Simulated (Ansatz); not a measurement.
# AlBrH₄O₂Si: one species, many methods

The task here is to estimate one member of a computed series from the others.

Method: functionals in def2-TZVPP, the program's frozen cores in correlated methods; program: Ansatz 0.2.0, Gaussian basis.

The runs, in order: LDA (SPW92), PBE-D4, revPBE-D4, BLYP-D4, r2SCAN-D4, B97M-V, PBE0-D4, B3LYP-D4, r2SCANh-D4, r2SCAN0-D4, HSE06-D4, BHLYP-D4, CAM-B3LYP-D4, LC-ωPBE, ωB97X-V, ωB97M-V, B2PLYP, PBE-QIDH; CCSD(T)/def2-SVP; CCSD(T)/def2-TZVPP; MP2/def2-QZVPP; extrapolation to the limit; RPA on PBE.

**The relaxed structure**

All runs share one geometry, relaxed beforehand with PBE0-D4 in a triple-zeta def2 set.

SMILES `[OH][Al]([Br])[O][SiH3]`, 9 atoms, charge 0, spin multiplicity 1.

Atoms are counted from 1 here; the program's logs count them from 0.

Bond lengths: O1–Al2 1.680 Å, O1–H6 0.956 Å, Al2–Br3 2.233 Å, Al2–O4 1.672 Å, O4–Si5 1.630 Å, Si5–H7 1.486 Å, Si5–H8 1.486 Å, Si5–H9 1.487 Å. Angles: Al2–O1–H6 122.9°, O1–Al2–Br3 117.8°, O1–Al2–O4 122.1°, Br3–Al2–O4 120.0°, Al2–O4–Si5 158.8°, O4–Si5–H7 109.4°, O4–Si5–H8 109.4°, O4–Si5–H9 110.8°, H7–Si5–H8 109.1°, H7–Si5–H9 109.1°, H8–Si5–H9 109.1°.

Set-up of the first run:

in.yaml

```yaml
crystal:
  periodic: [false, false, false]
  atoms:
    - {symbol: O, position_ang: [2.459186, 1.251320, -0.683160]}
    - {symbol: Al, position_ang: [1.456588, 0.261208, 0.231969]}
    - {symbol: Br, position_ang: [2.346199, -0.775754, 1.998694]}
    - {symbol: O, position_ang: [-0.157815, 0.039552, -0.143768]}
    - {symbol: Si, position_ang: [-1.686210, -0.512614, -0.016668]}
    - {symbol: H, position_ang: [2.154460, 1.729101, -1.453222]}
    - {symbol: H, position_ang: [-2.623989, 0.639366, 0.027182]}
    - {symbol: H, position_ang: [-2.007061, -1.356399, -1.197201]}
    - {symbol: H, position_ang: [-1.852858, -1.322179, 1.219074]}
basis:
  gaussian: {orbitals: def2-TZVPP}
hamiltonian: {xc: lda}
output: {orbitals: {seedname: orbitals}}
```

Among the steps run: LDA; PBE-D4 (GGA); revPBE-D4 (GGA); BLYP-D4 (GGA); r2SCAN-D4 (meta-GGA); B97M-V (meta-GGA); PBE0-D4 (hybrid); B3LYP-D4 (hybrid); r2SCANh-D4 (hybrid); r2SCAN0-D4 (hybrid); HSE06-D4 (hybrid); BHLYP-D4 (hybrid); CAM-B3LYP-D4 (range-separated); LC-ωPBE-D4 (range-separated; the results give it without D4); ωB97X-V (range-separated); ωB97M-V (range-separated); B2PLYP (double hybrid); PBE-QIDH (double hybrid).

One of the session's tables, all rows but one given; the rest of the session is left out.

It belongs to the step «Orbital energies across the functionals». 

```
  functional  HOMO (eV)  gap (eV)
 LDA (SPW92)      -7.43      5.33
      PBE-D4      -7.28      5.46
   revPBE-D4      -7.23      5.55
     BLYP-D4      -7.12      5.36
   r2SCAN-D4      -7.63      6.26
      B97M-V      -7.71      6.07
     PBE0-D4          ?         ?
    B3LYP-D4      -8.34      7.10
  r2SCANh-D4      -8.12      7.02
  r2SCAN0-D4      -8.85      8.15
    HSE06-D4      -8.22      6.89
    BHLYP-D4      -9.77      9.58
CAM-B3LYP-D4      -9.95      9.88
     LC-ωPBE     -11.37     12.57
     ωB97X-V     -11.01     11.99
     ωB97M-V     -10.88     11.53
```

Q: Estimate the row for PBE0-D4 from the others.

As computed: HOMO (eV): -8.63; gap (eV): 7.66. In the column «HOMO (eV)» it lies between r2SCAN0-D4 (-8.85) and B3LYP-D4 (-8.34).
